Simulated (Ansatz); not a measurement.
# C₂H₅FSn: how energies converge with the basis set

Aim: see how fast density functionals converge with the basis set for C₂H₅FSn.

Program: Ansatz 0.2.0, Gaussian basis. Level of theory: one geometry, several basis sets. These are calculated values, not measurements.

Levels to be run: PBE0-D4/def2-SVP; ωB97M-V/def2-SVP; PBE0-D4/def2-QZVPP; ωB97M-V/def2-QZVPP; the functionals' def2-TZVPP values are taken from earlier runs.

### Step 1. Structure used throughout

An earlier PBE0-D4 in a triple-zeta def2 set relaxation fixed the geometry. Sn takes the def2 core potential; no spin-orbit term is included.

SMILES `C=[C](F)[SnH3]`, 9 atoms, charge 0, spin multiplicity 1.

Atoms are counted from 1 here; the program's logs count them from 0.

Bond lengths: C1–C2 1.322 Å, C1–H5 1.082 Å, C1–H6 1.085 Å, C2–F3 1.351 Å, C2–Sn4 2.149 Å, Sn4–H7 1.701 Å, Sn4–H8 1.704 Å, Sn4–H9 1.704 Å. Angles: C2–C1–H5 120.0°, C2–C1–H6 121.5°, H5–C1–H6 118.5°, C1–C2–F3 119.0°, C1–C2–Sn4 126.8°, F3–C2–Sn4 114.2°, C2–Sn4–H7 108.0°, C2–Sn4–H8 109.0°, C2–Sn4–H9 109.0°, H7–Sn4–H8 110.7°, H7–Sn4–H9 110.7°, H8–Sn4–H9 109.4°.

Geometry (Å):

```xyz
9
charge 0, multiplicity 1
C     1.44562    0.74736   -0.51529
C     0.14316    0.53327   -0.58296
F    -0.58289    1.19567   -1.51056
Sn   -1.00885   -0.79419    0.65287
H     2.04282    0.22573    0.22095
H     1.94147    1.44105   -1.18642
H    -2.63331   -0.69803    0.15717
H    -0.41402   -2.38047    0.46623
H    -0.84551   -0.31668    2.28082
```

### Step 2. PBE0-D4 in def2-SVP

The input, in.yaml:

```yaml
crystal:
  periodic: [false, false, false]
  atoms:
    - {symbol: C, position_ang: [1.445624, 0.747358, -0.515293]}
    - {symbol: C, position_ang: [0.143165, 0.533270, -0.582962]}
    - {symbol: F, position_ang: [-0.582889, 1.195667, -1.510562]}
    - {symbol: Sn, position_ang: [-1.008848, -0.794193, 0.652868]}
    - {symbol: H, position_ang: [2.042818, 0.225734, 0.220952]}
    - {symbol: H, position_ang: [1.941469, 1.441047, -1.186420]}
    - {symbol: H, position_ang: [-2.633306, -0.698033, 0.157171]}
    - {symbol: H, position_ang: [-0.414019, -2.380466, 0.466227]}
    - {symbol: H, position_ang: [-0.845514, -0.316683, 2.280820]}
basis:
  gaussian: {orbitals: def2-SVP}
hamiltonian: {xc: pbe0, dispersion: d4}
output: {orbitals: {seedname: orbitals}}
```

After this run come: ωB97M-V in def2-SVP; PBE0-D4 in def2-QZVPP; ωB97M-V in def2-QZVPP.

**Question.** What will the summary of the whole plan be? Wanted: PBE0-D4: double and triple zeta above quadruple; ωB97M-V: double and triple zeta above quadruple.

As calculated:

```
                                       quantity          value
PBE0-D4: double and triple zeta above quadruple  6.31, 0.31 eV
ωB97M-V: double and triple zeta above quadruple  6.54, 0.30 eV
```

PBE0-D4 gains 6.00 eV from double to triple zeta, then 0.31 eV more. Total energies overstate the basis error of differences, where much of it tends to cancel. The LUMO of ωB97M-V is positive and keeps falling with the basis (1.96 to 1.22 eV): an unbound level that the basis holds in place.
